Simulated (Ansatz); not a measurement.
# CdSe: the cost of one run

Method: reference: DFT, HSE06, plane waves, PAW, in Ansatz 0.2.0.

6 further runs of the same task are left out: 1 for a known fault of the program, 5 that didn't finish.

**1. The starting structure**

It takes space group P6_3mc (No. 186, hexagonal). Conventional cell: a = 4.341 Å, b = 4.341 Å, c = 7.077 Å, α = 90.00°, β = 90.00°, γ = 120.00°. Cd (site symmetry 3m) is surrounded by 4 Se at 2.66 Å. Around Se (site symmetry 3m) lie 4 Cd at 2.66 Å.

As a file:

```
CELL_PARAMETERS angstrom
4.34072 0.00000 0.00000
-2.17036 3.75918 0.00000
0.00000 0.00000 7.07665
ATOMIC_POSITIONS crystal
Cd 0.33333 0.66667 0.99952
Cd 0.66667 0.33333 0.49952
Se 0.33333 0.66667 0.37548
Se 0.66667 0.33333 0.87548
```

**2. Baseline**

The input, input.yaml:

```yaml
crystal:
  lattice:
    - [4.3407236668, 0.0, 0.0]
    - [-2.1703618334, 3.7591769662, 0.0]
    - [0.0, 0.0, 7.0766459765]
  atoms:
    - { symbol: Cd, position: [0.3333333333, 0.6666666667, -0.0004760038] }
    - { symbol: Cd, position: [0.6666666667, 0.3333333333, 0.4995239962] }
    - { symbol: Se, position: [0.3333333333, 0.6666666667, 0.3754760038] }
    - { symbol: Se, position: [0.6666666667, 0.3333333333, 0.8754760038] }
kpoints:
  mp_grid: { grid: [6, 6, 2] }
hamiltonian:
  xc: hse06
scf:
  occupations: { method: fixed }
  n_extra_bands: 5
output:
  forces: true
  stress: true
  eigenvalues: true
```

Command:

```console
$ ansatz run input.yaml --threads 4 --pin off --max-ram 3686MiB --backend cpu --events-out ev --progress --plain --runs-dir out
```

What time and memory should one allow on 4 threads of Arm Neoverse V1, shared host?

About 34 s, with a peak of 1.9 GiB.
